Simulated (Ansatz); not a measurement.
## CoSi2, space group Fm-3m: a convergence test of the k-point mesh, step by step

Computed with the Python package of Ansatz (0.2.0).

Notebook, run cell by cell (the value of a cell's last expression is shown):

In [1]:
```python
import warnings

import ansatz as az
from ase import Atoms
import matplotlib.pyplot as plt
```

In [2]:
```python
warnings.simplefilter("ignore", az.DeckWarning)
```

In [3]:
```python
atoms = Atoms(
    ["Co", "Si", "Si"],
    scaled_positions=[
        (0.0, 0.0, 0.0),
        (0.25, 0.25, 0.25),
        (0.75, 0.75, 0.75),
    ],
    cell=[
        (0.0, 2.678, 2.678),
        (2.678, 0.0, 2.678),
        (2.678, 2.678, 0.0),
    ],
    pbc=True,
)
atoms.set_initial_magnetic_moments([2.5, 0.0, 0.0])
structure = az.Crystal.from_ase(atoms)
```

In [4]:
```python
structure.resolved().sites[-1]
```
Out [4]:
```text
Site(symbol='Si', position=(0.7499999999999999, 0.7499999999999999, 0.7499999999999999), moment=0.0, axis=None, held=None, saved=None)
```

In [5]:
```python
calc = (
    structure.calculation()
    .functional("PBE")
    .occupations("Fermi-Dirac", width=0.1)
    .spin("collinear")
    .forces()
    .stress()
)
```

In [6]:
```python
rows = []
for value in [(3, 3, 3), (5, 5, 5), (6, 6, 6), (7, 7, 7), (9, 9, 9)]:
    r = calc.kpoints(*value).run().report
    rows.append((value, r["free_energy_ev"] / len(r["lattice"]["sites"]), r["n_iterations"], sum(r["stress_gpa"][i][i] for i in range(3)) / 3, max(abs(f) for row in r["forces_ev_ang"] for f in row), r["magnetization_mub"], r["n_kpoints"]))
```
```text
RunWarning: the starting moments were not kept: the SCF closed with an absolute magnetisation of 3.5e-6 μB, where they sum to 2.5 μB in size (1 site). That is at most 0.1 of that sum. Measured as dr2_m measures the in/out step, that magnetisation stands 1.1e-12 eV from none, at or under the dr2_threshold of 1.0e-7 eV: [...]
```

In [7]:
```python
print("        mesh   F/atom (eV)    iterations       P (GPa)  max component (eV/A)  moment (muB)      k-points")
for row in rows:
    print(f"{str(row[0]):>12s}  {row[1]:12.5f}  {row[2]:12d}  {row[3]:12.3f}  {row[4]:20.4f}  {row[5]:12.3f}  {row[6]:12d}")
```
```text
        mesh   F/atom (eV)    iterations       P (GPa)  max component (eV/A)  moment (muB)      k-points
   (3, 3, 3)   -2133.01690            12         0.171                0.0000         0.000             4
   (5, 5, 5)   -2133.05816            12         0.769                0.0000         0.000            10
   (6, 6, 6)   -2133.06240            12         0.529                0.0000         0.000            16
   (7, 7, 7)   -2133.06682            12         0.415                0.0000         0.000            20
   (9, 9, 9)   -2133.06325            12         0.511                0.0000         0.000            35
```

In [8]:
```python
# the last row is the reference
for row in rows[:-1]:
    shift = 1000 * (row[1] - rows[-1][1])
    print(f"{row[0]}: {shift:+.2f} meV/atom" + ("  (within 2 meV)" if abs(shift) < 2 else ""))
plt.figure(figsize=(4.5, 3))
plt.plot([str(row[0]) for row in rows], [1000 * (row[1] - rows[-1][1]) for row in rows], "o-")
plt.xlabel("mesh")
plt.ylabel("F - F(last) (meV/atom)")
plt.tight_layout()
plt.savefig("kconv.png", dpi=100)
```
```text
(3, 3, 3): +46.35 meV/atom
(5, 5, 5): +5.09 meV/atom
(6, 6, 6): +0.84 meV/atom  (within 2 meV)
(7, 7, 7): -3.57 meV/atom
```

Caveats:
- The SCF didn't keep the moments it started from (some shrank, vanished or turned); what is printed is the state reached.
- The overall sign of a collinear moment is arbitrary, and semilocal functionals can give small moments to compounds that are paramagnetic.
- Forces vanish by symmetry here and test nothing.
- Of the deposited cell: the entry's cell lengths or inner coordinates differ somewhat from later room-temperature determinations.
- Pressure is positive in compression.
- A row within the bound is followed by one outside it, so the series isn't shown to be converged.
- The structure is a deposited one; some such entries were measured under pressure or heat, so a shift against it needn't be the functional's error alone.
- Warnings are shown shortened and without file and line.
- Shifts are counted from the finest mesh, which is itself no proven limit.
- The script silences the warnings on its input, which a real study should read.
- It ran for 11 s on 1 thread of Arm Neoverse V2 (shared host), peak memory 0.44 GiB.
